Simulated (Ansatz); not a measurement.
# SiTeH3− (SMILES [SiH2-][TeH]): single points off equilibrium

Method: single points in def2-TZVPPD; program: Ansatz 0.2.0, Gaussian basis.

Cores are frozen in the correlated methods. Filled d shells of the heavier atoms are correlated. Core potentials replace the inner electrons past krypton, and spin-orbit coupling is left out.

## Step 1: Starting geometry

SMILES `[SiH2-][TeH]`, 5 atoms, charge -1, spin multiplicity 1.

Atoms are counted from 1 here; the program's logs count them from 0.

Bond lengths: Si1–Te2 2.597 Å, Si1–H3 1.438 Å, Si1–H4 1.510 Å, Te2–H5 1.705 Å. Angles: Te2–Si1–H3 95.6°, Te2–Si1–H4 78.3°, H3–Si1–H4 84.2°, Si1–Te2–H5 92.3°.

Coordinates:

```xyz
5
H3SiTe
Si   -0.5708   -0.7723   -0.3969
Te    0.9179    1.2061    0.3874
H    -1.0709   -1.0989    0.9109
H     0.6737   -1.4917    0.0662
H     0.3030    2.2377   -0.8226
```

## Step 2: PBE-D4/def2-TZVPPD

Input file run/in.yaml:

```yaml
crystal:
  periodic: [false, false, false]
  atoms:
    - {symbol: Si, position_ang: [-0.570775, -0.772306, -0.396917]}
    - {symbol: Te, position_ang: [0.917865, 1.206093, 0.387353]}
    - {symbol: H, position_ang: [-1.070906, -1.098890, 0.910891]}
    - {symbol: H, position_ang: [0.673706, -1.491678, 0.066166]}
    - {symbol: H, position_ang: [0.302971, 2.237733, -0.822583]}
basis:
  gaussian: {orbitals: "def2-TZVPPD.json"}
total_charge: -1
hamiltonian: {xc: pbe, dispersion: d4}
output: {forces: true}
```

The basis file named in the input lies beside it (Basis Set Exchange, JSON).

Command:

```bash
> ansatz run in.yaml --threads 2 --pin off --events-out ev --progress --plain --max-ram 3481MiB
```

**Question.** How long does this run take on 2 threads of AMD EPYC 7R43, shared host?

About 2.8 s.
